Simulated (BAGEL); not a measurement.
**BNH3F3 (SMILES [NH3+][B-](F)(F)F) at 3 levels**

We compute a comparison of 3 runs (HF/STO-3G, B3LYP/6-31G*, PBE0/def2-SVP) of BNH3F3. 

Program for the calculation: BAGEL 1.2.2.

9 further runs of the same task are left out: 4 that didn't finish, 5 set aside as unsound or not needed.

## (1) The molecule

The species is BNH3F3 (8 atoms), meant as a singlet with charge 0. SMILES: `[NH3+][B-](F)(F)F`. The coordinates come from a PBE0-D4/def2-TZVP relaxation.

Bond lengths: N1–B2 1.674 Å, B2–F3 1.368 Å, B2–F4 1.368 Å, B2–F5 1.368 Å, N1–H6 1.015 Å, N1–H7 1.015 Å, N1–H8 1.015 Å. Some angles: N1–B2–F3 104.1°, N1–B2–F4 104.1°, N1–B2–F5 104.1°, F3–B2–F4 114.2°, F3–B2–F5 114.2°, F4–B2–F5 114.2°, B2–N1–H6 110.1°, B2–N1–H7 110.1°, B2–N1–H8 110.1°, H6–N1–H7 108.9°.

## (2) A single-point energy at HF/STO-3G (run 1)

input.json

```json
{ "bagel" : [

{
  "title" : "molecule",
  "basis" : "sto-3g",
  "df_basis" : "qzvpp-jkfit",
  "angstrom" : true,
  "geometry" : [
    { "atom" : "N", "xyz" : [   -0.501800,   -0.052400,    0.645700 ] },
    { "atom" : "B", "xyz" : [    0.531500,    0.038700,   -0.668100 ] },
    { "atom" : "F", "xyz" : [    1.521100,   -0.860400,   -0.378100 ] },
    { "atom" : "F", "xyz" : [   -0.251400,   -0.312100,   -1.733900 ] },
    { "atom" : "F", "xyz" : [    0.943600,    1.343300,   -0.679400 ] },
    { "atom" : "H", "xyz" : [   -1.280300,    0.587300,    0.522000 ] },
    { "atom" : "H", "xyz" : [   -0.006300,    0.194600,    1.496700 ] },
    { "atom" : "H", "xyz" : [   -0.864300,   -0.996100,    0.739300 ] }
  ]
},
{
  "title" : "hf",
  "df" : false
},
{
  "title" : "print",
  "file" : "orbitals.molden",
  "orbitals" : true
}

]}
```

Run with:

```console
$ BAGEL_NUM_THREADS=1 BAGEL input.json > input.out
```

Output:

```text
* using 1 threads per process

  ===============================================================
  ===============================================================

  *** Geometry ***

  { "atom" : "N", "xyz" : [     -0.948265,     -0.099022,      1.220196 ] },
  { "atom" : "B", "xyz" : [      1.004389,      0.073132,     -1.262526 ] },
  { "atom" : "F", "xyz" : [      2.874462,     -1.625920,     -0.714505 ] },
  { "atom" : "F", "xyz" : [     -0.475077,     -0.589784,     -3.276596 ] },
  { "atom" : "F", "xyz" : [      1.783146,      2.538469,     -1.283880 ] },
  { "atom" : "H", "xyz" : [     -2.419416,      1.109836,      0.986437 ] },
  { "atom" : "H", "xyz" : [     -0.011905,      0.367741,      2.828353 ] },
  { "atom" : "H", "xyz" : [     -1.633290,     -1.882356,      1.397075 ] },

  Number of auxiliary basis functions:      437

  Since a DF basis is specified, we compute 2- and 3-index integrals:
    o Being stored without compression. Storage requirement is 0.003 GB

  Number of basis functions:       28
  Number of electrons      :       42

    * METHOD: MOLECULE                             0.22

  *** RHF ***

  === Nuclear Repulsion ===
   191.4391230846

      * DIIS with orbital gradients will be used.

  === RHF iteration (sto-3g) ===
      0       -373.89987799          0.03233021           0.07
      1       -374.12336631          0.00589958           0.07
      2       -374.13401373          0.00097039           0.07
      3       -374.13426349          0.00018411           0.07
      4       -374.13427724          0.00003783           0.07
      5       -374.13427802          0.00000626           0.06
      6       -374.13427804          0.00000101           0.06
      7       -374.13427804          0.00000022           0.06
      8       -374.13427804          0.00000005           0.06
      9       -374.13427804          0.00000001           0.06
     10       -374.13427804          0.00000000           0.05
    * SCF iteration converged.

    * Permanent dipole moment:
           (    1.477503,     0.130448,    -1.878965) a.u.

    * METHOD: HF                                   0.81

    * METHOD: PRINT                                0.00

  ===============================================================
```

Run time: 1.2 s. Hardware: 1 thread of Arm Neoverse N1, shared host; peak memory 0.27 GiB.

## (3) Energy and forces at B3LYP/6-31G(d) (density fitting with qzvpp-jkfit, Cartesian functions) (run 2)

job.json

```json
{ "bagel": [

{
  "title": "molecule",
  "basis": "6-31gs.json",
  "df_basis": "qzvpp-jkfit",
  "cartesian": true,
  "geometry": [
    { "atom": "N", "xyz": [    -0.94826457,    -0.09902165,     1.22019616 ] },
    { "atom": "B", "xyz": [     1.00438944,     0.07313240,    -1.26252602 ] },
    { "atom": "F", "xyz": [     2.87446241,    -1.62592036,    -0.71450545 ] },
    { "atom": "F", "xyz": [    -0.47507715,    -0.58978352,    -3.27659613 ] },
    { "atom": "F", "xyz": [     1.78314557,     2.53846910,    -1.28387993 ] },
    { "atom": "H", "xyz": [    -2.41941636,     1.10983615,     0.98643704 ] },
    { "atom": "H", "xyz": [    -0.01190527,     0.36774070,     2.82835309 ] },
    { "atom": "H", "xyz": [    -1.63329029,    -1.88235619,     1.39707452 ] }
  ]
},

{
  "title": "force",
  "method": [
    {
      "title": "ks",
      "xc_func": "b3lyp"
    }
  ]
}

]}
```

The basis set 6-31G* is read from a file made from the Basis Set Exchange's data (not shown).

Run with:

```console
$ BAGEL_NUM_THREADS=1 BAGEL job.json > job.out
```

Output:

```text
* using 1 threads per process

  ===============================================================
  ===============================================================

  Cartesian basis functions are used
  *** Geometry ***

  { "atom" : "N", "xyz" : [     -0.948265,     -0.099022,      1.220196 ] },
  { "atom" : "B", "xyz" : [      1.004389,      0.073132,     -1.262526 ] },
  { "atom" : "F", "xyz" : [      2.874462,     -1.625920,     -0.714505 ] },
  { "atom" : "F", "xyz" : [     -0.475077,     -0.589784,     -3.276596 ] },
  { "atom" : "F", "xyz" : [      1.783146,      2.538469,     -1.283880 ] },
  { "atom" : "H", "xyz" : [     -2.419416,      1.109836,      0.986437 ] },
  { "atom" : "H", "xyz" : [     -0.011905,      0.367741,      2.828353 ] },
  { "atom" : "H", "xyz" : [     -1.633290,     -1.882356,      1.397075 ] },

  Number of auxiliary basis functions:      521

  Since a DF basis is specified, we compute 2- and 3-index integrals:
    o Being stored without compression. Storage requirement is 0.027 GB

  Number of basis functions:       81
  Number of electrons      :       42

    * METHOD: MOLECULE                             0.40

  The gradients will be computed analytically.

  *** Kohn-Sham DFT ***

    * Removing 15662 points whose weight is below 1.00e-10
    * Grid points: 103586

  === Nuclear Repulsion ===
   191.4391231369

       - DIIS with orbital gradients will be used.

  === KS iteration (b3lyp / 6-31gs.json) ===
      0       -335.87050166          0.19793916           0.53
      1       -223.38831641          0.17719837           0.54
      2       -335.32349692          0.15387964           0.52
      3       -361.42374674          0.13024101           0.52
      4       -360.33370655          0.17964813           0.52
      5       -379.33081232          0.06671037           0.52
      6       -380.97604729          0.01958570           0.52
      7       -380.90984616          0.02374129           0.52
      8       -381.10648767          0.00889806           0.52
      9       -381.13562356          0.00109809           0.52
     10       -381.13614271          0.00013431           0.51
     11       -381.13615034          0.00003834           0.53
     12       -381.13615093          0.00000631           0.52
     13       -381.13615095          0.00000228           0.53
     14       -381.13615095          0.00000072           0.53
     15       -381.13615095          0.00000014           0.53
     16       -381.13615095          0.00000002           0.53
     17       -381.13615095          0.00000000           0.52
    * SCF iteration converged.

    * Permanent dipole moment:
           (    1.485295,     0.131140,    -1.888878) a.u.

  * Nuclear energy gradient

    o Atom   0
        x         -0.0007787660
        y         -0.0000207151
        z          0.0008965783
    o Atom   1
        x         -0.0046944534
        y         -0.0004504075
        z          0.0060230206
    o Atom   2
        x         -0.0020748826
        y          0.0028955796
        z         -0.0021926330
    o Atom   3
        x          0.0034547096
        y          0.0011890541
        z          0.0020256139
    o Atom   4
        x         -0.0002787343
        y         -0.0039489454
        z         -0.0012626752
    o Atom   5
        x          0.0037355033
        y         -0.0025413131
        z         -0.0002320325
    o Atom   6
        x         -0.0013952307
        y         -0.0009306998
        z         -0.0041380121
    o Atom   7
        x          0.0020301815
        y          0.0038128663
        z         -0.0011137744
  * Gradient computed with                              6.46

    * METHOD: FORCE                               16.61

  ===============================================================
```

Wall time 17 s (1 thread of Arm Neoverse N1, shared host); peak memory 0.98 GiB.

## (4) The energy at PBE0/def2-SVP (density fitting with qzvpp-jkfit) (run 3)

input.json

```json
{ "bagel" : [

{
  "title" : "molecule",
  "basis" : "svp",
  "df_basis" : "qzvpp-jkfit",
  "angstrom" : "true",
  "geometry" : [
    { "atom" : "N", "xyz" : [      -0.501800,      -0.052400,       0.645700 ] },
    { "atom" : "B", "xyz" : [       0.531500,       0.038700,      -0.668100 ] },
    { "atom" : "F", "xyz" : [       1.521100,      -0.860400,      -0.378100 ] },
    { "atom" : "F", "xyz" : [      -0.251400,      -0.312100,      -1.733900 ] },
    { "atom" : "F", "xyz" : [       0.943600,       1.343300,      -0.679400 ] },
    { "atom" : "H", "xyz" : [      -1.280300,       0.587300,       0.522000 ] },
    { "atom" : "H", "xyz" : [      -0.006300,       0.194600,       1.496700 ] },
    { "atom" : "H", "xyz" : [      -0.864300,      -0.996100,       0.739300 ] }
  ]
},

{
  "title" : "ks",
  "xc_func" : "pbe0"
},

{
  "title" : "print",
  "file" : "orbitals.molden",
  "orbitals" : "true"
}

]}
```

Run with:

```console
$ BAGEL_NUM_THREADS=1 BAGEL input.json > input.out
```

Output:

```text
* using 1 threads per process

  ===============================================================
  ===============================================================

  *** Geometry ***

  { "atom" : "N", "xyz" : [     -0.948265,     -0.099022,      1.220196 ] },
  { "atom" : "B", "xyz" : [      1.004389,      0.073132,     -1.262526 ] },
  { "atom" : "F", "xyz" : [      2.874462,     -1.625920,     -0.714505 ] },
  { "atom" : "F", "xyz" : [     -0.475077,     -0.589784,     -3.276596 ] },
  { "atom" : "F", "xyz" : [      1.783146,      2.538469,     -1.283880 ] },
  { "atom" : "H", "xyz" : [     -2.419416,      1.109836,      0.986437 ] },
  { "atom" : "H", "xyz" : [     -0.011905,      0.367741,      2.828353 ] },
  { "atom" : "H", "xyz" : [     -1.633290,     -1.882356,      1.397075 ] },

  Number of auxiliary basis functions:      437

  Since a DF basis is specified, we compute 2- and 3-index integrals:
    o Being stored without compression. Storage requirement is 0.025 GB

  Number of basis functions:       85
  Number of electrons      :       42

    * METHOD: MOLECULE                             0.31

  *** Kohn-Sham DFT ***

    * Removing 15662 points whose weight is below 1.00e-10
    * Grid points: 103586

  === Nuclear Repulsion ===
   191.4391230846

       - DIIS with orbital gradients will be used.

  === KS iteration (pbe0 / svp) ===
      0       -339.20339390          0.15354442           0.49
      1       -227.12246278          0.21894328           0.48
      2       -335.80974544          0.14232570           0.47
      3       -379.02392832          0.06035499           0.47
      4       -369.85158074          0.09992985           0.47
      5       -378.08810546          0.04929024           0.46
      6       -380.11235197          0.02749649           0.47
      7       -380.29447067          0.01847626           0.48
      8       -380.43645534          0.00998343           0.48
      9       -380.47502493          0.00311522           0.48
     10       -380.47934016          0.00136246           0.47
     11       -380.48016745          0.00029771           0.46
     12       -380.48020238          0.00010702           0.47
     13       -380.48020737          0.00000788           0.47
     14       -380.48020740          0.00000148           0.47
     15       -380.48020740          0.00000069           0.47
     16       -380.48020740          0.00000063           0.48
     17       -380.48020740          0.00000011           0.47
     18       -380.48020740          0.00000003           0.47
     19       -380.48020740          0.00000001           0.47
    * SCF iteration converged.

    * Permanent dipole moment:
           (    1.540893,     0.136049,    -1.959565) a.u.

    * METHOD: KS                                  10.24

    * METHOD: PRINT                                0.03

  ===============================================================
```

Wall time 11 s (1 thread of Arm Neoverse N1, shared host); peak memory 0.41 GiB.

## (5) Overview of the runs

| run | level | integral approximation | Cartesian functions | energy (Eh) | dipole moment (D) | HOMO energy (eV) | LUMO energy (eV) | wall time |
| --- | --- | --- | --- | --- | --- | --- | --- | --- |
| 1 | HF/STO-3G | none | no | -374.134278 | 6.08 | -9.75 | 14.16 | 1.2 s |
| 2 | B3LYP/6-31G* (density fitting with qzvpp-jkfit, Cartesian functions) | qzvpp-jkfit | yes | -381.136151 | 6.12 | – | – | 17 s |
| 3 | PBE0/def2-SVP (density fitting with qzvpp-jkfit) | qzvpp-jkfit | no | -380.480207 | 6.35 | -9.82 | 0.46 | 11 s |

## (6) Results

| quantity | value |
| --- | --- |
| run 3: total energy | -380.48021 Eh |
| run 3: dipole moment | 6.35 D |
| run 3: HOMO energy | -9.82 eV |
| run 3: LUMO energy | 0.46 eV |
| run 3: HOMO–LUMO gap | 10.28 eV |

**Reading.** The dipole moment (its size) runs from 6.08 D (HF/STO-3G) to 6.35 D (PBE0/def2-SVP). The two ends differ in method and basis. Totals of different functionals can't be ranked against each other. In run 1 the basis is minimal, so the values are rough. All runs together took 29 s, the longest 17 s.
